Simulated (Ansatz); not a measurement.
**C12H16Hf: up Jacob's ladder to CCSD(T)**

The task here is to estimate one member of a computed series from the others.

The runs use Ansatz 0.2.0, Gaussian basis; functionals in def2-TZVPP, the program's frozen cores in correlated methods.

Levels to be run: LDA (SPW92), PBE-D4, revPBE-D4, BLYP-D4, r2SCAN-D4, B97M-V, PBE0-D4, B3LYP-D4, r2SCANh-D4, r2SCAN0-D4, HSE06-D4, BHLYP-D4, CAM-B3LYP-D4, LC-ωPBE, ωB97X-V, ωB97M-V, B2PLYP, PBE-QIDH; CCSD(T)/def2-SVP; CCSD(T)/def2-TZVPP; MP2/def2-QZVPP; extrapolation to the limit; RPA on PBE.

## The geometry

All runs share one geometry, relaxed beforehand with PBE0-D4 in a triple-zeta def2 set. Hf takes the def2 core potential; no spin-orbit term is included.

SMILES `C[C@@]12[C@H]3[C@H]4[C@H]5[C@@H]1[HfH2]45321678[C@@H]2[C@H]1[C@H]6[C@@]7(C)[C@@H]28`, 29 atoms, charge 0, spin multiplicity 1.

Atoms are counted from 1 here; the program's logs count them from 0.

Bond lengths: C1–C2 1.491 Å, C1–H14 1.094 Å, C1–H15 1.091 Å, C1–H16 1.090 Å, C2–C3 1.411 Å, C2–C6 1.415 Å, C2–Hf7 2.536 Å, C3–C4 1.418 Å, C3–Hf7 2.487 Å, C3–H17 1.081 Å, C4–C5 1.411 Å, C4–Hf7 2.465 Å, C4–H18 1.080 Å, C5–C6 1.411 Å, C5–Hf7 2.500 Å, C5–H19 1.078 Å, C6–Hf7 2.517 Å, C6–H20 1.081 Å and more. Angles: C2–C1–H14 110.4°, C2–C1–H15 111.5°, C2–C1–H16 111.1°, H14–C1–H15 107.5°, H14–C1–H16 108.2°, H15–C1–H16 107.9°, C1–C2–C3 126.5°, C1–C2–C6 126.4°, C1–C2–Hf7 122.2°, C3–C2–C6 107.0°, C3–C2–Hf7 71.8°, C6–C2–Hf7 73.0°, C2–C3–C4 108.6°, C2–C3–Hf7 75.6°, C2–C3–H17 125.4°, C4–C3–Hf7 72.5°, C4–C3–H17 126.0°, Hf7–C3–H17 118.8° and more.

The first run:

in.yaml

```yaml
crystal:
  periodic: [false, false, false]
  atoms:
    - {symbol: C, position_ang: [-2.675696, -0.838286, 2.063149]}
    - {symbol: C, position_ang: [-2.252908, -0.049294, 0.870803]}
    - {symbol: C, position_ang: [-1.934727, -0.560361, -0.404862]}
    - {symbol: C, position_ang: [-1.639315, 0.525278, -1.267395]}
    - {symbol: C, position_ang: [-1.783974, 1.716634, -0.524865]}
    - {symbol: C, position_ang: [-2.140320, 1.359181, 0.792559]}
    - {symbol: Hf, position_ang: [0.181938, 0.473518, 0.392675]}
    - {symbol: C, position_ang: [1.166080, -1.781467, 0.236599]}
    - {symbol: C, position_ang: [2.042816, -1.053194, 1.069017]}
    - {symbol: C, position_ang: [2.642079, -0.046595, 0.282914]}
    - {symbol: C, position_ang: [2.170416, -0.161814, -1.046469]}
    - {symbol: C, position_ang: [2.600815, 0.661646, -2.212388]}
    - {symbol: C, position_ang: [1.252551, -1.232657, -1.067617]}
    - {symbol: H, position_ang: [-3.763455, -0.958098, 2.074901]}
    - {symbol: H, position_ang: [-2.235066, -1.836823, 2.059455]}
    - {symbol: H, position_ang: [-2.377402, -0.342895, 2.987129]}
    - {symbol: H, position_ang: [-1.932238, -1.606333, -0.677425]}
    - {symbol: H, position_ang: [-1.371902, 0.453873, -2.311727]}
    - {symbol: H, position_ang: [-1.623974, 2.718095, -0.891065]}
    - {symbol: H, position_ang: [-2.291603, 2.040359, 1.617611]}
    - {symbol: H, position_ang: [0.845834, 2.147929, -0.087161]}
    - {symbol: H, position_ang: [0.154385, 0.468346, 2.256238]}
    - {symbol: H, position_ang: [0.553740, -2.620060, 0.534960]}
    - {symbol: H, position_ang: [2.204504, -1.218837, 2.122102]}
    - {symbol: H, position_ang: [3.338408, 0.702688, 0.631160]}
    - {symbol: H, position_ang: [2.865642, 1.672706, -1.902284]}
    - {symbol: H, position_ang: [1.812010, 0.735348, -2.963375]}
    - {symbol: H, position_ang: [3.474277, 0.212040, -2.695024]}
    - {symbol: H, position_ang: [0.717076, -1.580919, -1.939625]}
basis:
  gaussian: {orbitals: def2-TZVPP}
hamiltonian: {xc: lda}
output: {orbitals: {seedname: orbitals}}
```

Launch:

```bash
ansatz run in.yaml --threads 11 --pin off --events-out ev --progress --plain --max-ram 120832MiB --backend cuda --devices 0, --max-vram 75GiB
```

Among the steps run: LDA; PBE-D4 (GGA); revPBE-D4 (GGA); BLYP-D4 (GGA); r2SCAN-D4 (meta-GGA); B97M-V (meta-GGA); B3LYP-D4 (hybrid); r2SCANh-D4 (hybrid); r2SCAN0-D4 (hybrid); HSE06-D4 (hybrid); BHLYP-D4 (hybrid); CAM-B3LYP-D4 (range-separated); LC-ωPBE (range-separated); ωB97X-V (range-separated); ωB97M-V (range-separated); B2PLYP (double hybrid); PBE-QIDH (double hybrid).

One table of the session follows, with a row left open; its other results are not shown here.

It belongs to the step «Frontier levels by functional». 

```
  functional  HOMO (eV)  gap (eV)
 LDA (SPW92)      -5.93      3.46
      PBE-D4      -5.84      3.68
   revPBE-D4      -5.77      3.75
     BLYP-D4      -5.68      3.67
   r2SCAN-D4      -6.02      4.07
      B97M-V      -6.07      4.07
     PBE0-D4      -6.84      5.61
    B3LYP-D4      -6.63      5.19
  r2SCANh-D4      -6.40      4.77
  r2SCAN0-D4      -6.96      5.83
    HSE06-D4          ?         ?
    BHLYP-D4      -7.65      7.45
CAM-B3LYP-D4      -8.05      7.89
     LC-ωPBE      -9.34     10.28
     ωB97X-V      -9.02      9.86
     ωB97M-V      -8.94      9.62
```

Estimate the missing values for HSE06-D4.

**Answer.** HOMO (eV): -6.45; gap (eV): 4.84. In the column «HOMO (eV)» it lies between B3LYP-D4 (-6.63) and r2SCANh-D4 (-6.40).
